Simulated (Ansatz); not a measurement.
# C on Co (Cobalt) (001)

An exercise on one series of results from a longer session: the logs are not shown, and one member is left open.

Method: DFT PBE, scalar-relativistic, plane waves, PAW, in Ansatz 0.2.0.

2 further runs of the same task are left out: 2 set aside as unsound or not needed.

## The system as given

It takes space group P-6m2 (No. 187, hexagonal). The conventional cell has a = 2.494 Å, b = 2.494 Å, c = 21.033 Å, α = 90.00°, β = 90.00°, γ = 120.00°. Around Co (site symmetry 3m) lie 9 Co at 2.45 to 2.49 Å. Around Co (site symmetry -6m2) lie 12 Co at 2.45 to 2.49 Å.

Structure file:

```cif
data_structure
_symmetry_space_group_name_H-M 'P 1'
_symmetry_Int_Tables_number 1
_cell_length_a 4.9875
_cell_length_b 4.9875
_cell_length_c 21.0331
_cell_angle_alpha 90.000
_cell_angle_beta 90.000
_cell_angle_gamma 120.000
_cell_volume 453.11
loop_
_atom_site_label
_atom_site_type_symbol
_atom_site_fract_x
_atom_site_fract_y
_atom_site_fract_z
_atom_site_occupancy
Co1 Co 0.16667 0.33333 0.40413 1
Co2 Co 0.16667 0.83333 0.40413 1
Co3 Co 0.66667 0.33333 0.40413 1
Co4 Co 0.66667 0.83333 0.40413 1
Co5 Co 0.33333 0.16667 0.49840 1
Co6 Co 0.33333 0.66667 0.49840 1
Co7 Co 0.83333 0.16667 0.49840 1
Co8 Co 0.83333 0.66667 0.49840 1
Co9 Co 0.16667 0.33333 0.59268 1
Co10 Co 0.16667 0.83333 0.59268 1
Co11 Co 0.66667 0.33333 0.59268 1
Co12 Co 0.66667 0.83333 0.59268 1
```

This (001) slab, 4.0 Å thick as cut, with 17 Å of vacuum, in a 2×2 surface cell; its outer planes are Co (top) and Co (bottom), was relaxed beforehand with its lower half held: -61507.9868 eV, work function 4.96 eV.

The first run:

Planes are indexed in the bulk's conventional cell (P6_3/mmc (No. 194)), a = 2.494 Å, b = 2.494 Å, c = 4.033 Å, α = 90.00°, β = 90.00°, γ = 120.00°.

input.yaml

```yaml
crystal:
  lattice:
    - [4.9875371118, 0.0, 0.0]
    - [-2.4937685559, 4.3193338411, 0.0]
    - [0.0, 0.0, 23.0330681187]
  atoms:
    - { symbol: Co, position: [0.1666666667, 0.3333333333, 0.36903464], spin: 2.0 }
    - { symbol: Co, position: [0.1666666667, 0.8333333333, 0.36903464], spin: 2.0 }
    - { symbol: Co, position: [0.6666666667, 0.3333333333, 0.36903464], spin: 2.0 }
    - { symbol: Co, position: [0.6666666667, 0.8333333333, 0.36903464], spin: 2.0 }
    - { symbol: Co, position: [0.3333333333, 0.1666666667, 0.4551258784], spin: 1.97 }
    - { symbol: Co, position: [0.3333333333, 0.6666666667, 0.4551258784], spin: 1.97 }
    - { symbol: Co, position: [0.8333333333, 0.1666666667, 0.4551258784], spin: 1.97 }
    - { symbol: Co, position: [0.8333333333, 0.6666666667, 0.4551258784], spin: 1.97 }
    - { symbol: Co, position: [0.1666666667, 0.3333333333, 0.5412162773], spin: 2.0 }
    - { symbol: Co, position: [0.1666666667, 0.8333333333, 0.5412162773], spin: 2.0 }
    - { symbol: Co, position: [0.6666666667, 0.3333333333, 0.5412162773], spin: 2.0 }
    - { symbol: Co, position: [0.6666666667, 0.8333333333, 0.5412162773], spin: 2.0 }
    - { symbol: C, position: [0.1666666667, 0.3333333333, 0.628916274], spin: 2.0 }
basis:
  ecutwfc: 420
kpoints:
  mp_grid: { grid: [6, 6, 1] }
hamiltonian:
  xc: pbe
scf:
  occupations: { method: gaussian, width: 0.1 }
output:
  forces: true
  eigenvalues: true
  populations: true
  write_density: true
  write_potential: true
  elf: true
  volumetric_format: npy
magnetization:
  spin_polarized: true
relax:
  adjacent_minimum: "off"
  f_tol: 0.03
  max_steps: 70
  constraints: [{ sites: [0, 1, 2, 3] }]
efield:
  axis: 3
  dipole_correction: true
```

The run is started by

```
> ansatz run input.yaml --threads 4 --pin off --max-ram 10240MiB --backend cpu --events-out ev --progress --plain --runs-dir out
```

Among the steps run: C at the top (Co) site; C at the hollow (nearest Co) site; Start: C, bridge (Co-Co); Start: C, hollow over Co.

One table of the session follows, with a row left open; its other results are not shown here.

It belongs to the step «Adsorption of C: the sites compared». 

| start | E_ads (eV) | height (Å) | Δφ, top (eV) | Δ dipole (e·Å) | moment (μB) |
| --- | --- | --- | --- | --- | --- |
| top (Co) at (0.17, 0.33) | -4.95 | 1.58 | +0.70 | -0.085 | 18.81 |
| hollow (nearest Co) at (0.00, 0.00) | ? | ? | ? | ? | ? |
| bridge (Co-Co) at (0.42, 0.83) | -6.94 | 0.96 | +0.53 | -0.060 | 18.42 |
| hollow over Co at (0.33, 0.17) | -6.94 | 0.96 | +0.53 | -0.059 | 18.42 |

Q: Estimate the row for hollow (nearest Co) at (0.00, 0.00) from the others.

As computed: E_ads (eV): -6.80; height (Å): 0.99; Δφ, top (eV): +0.58; Δ dipole (e·Å): -0.068; moment (μB): 18.44. In the column «E_ads (eV)» it lies between hollow over Co at (0.33, 0.17) (-6.94) and top (Co) at (0.17, 0.33) (-4.95).

Caveats from the session: A start on a symmetric site keeps its symmetry, so an end may be a saddle point and not a minimum. Warnings in the runs' records: seeded moment not kept, xc potential rough in thin density.
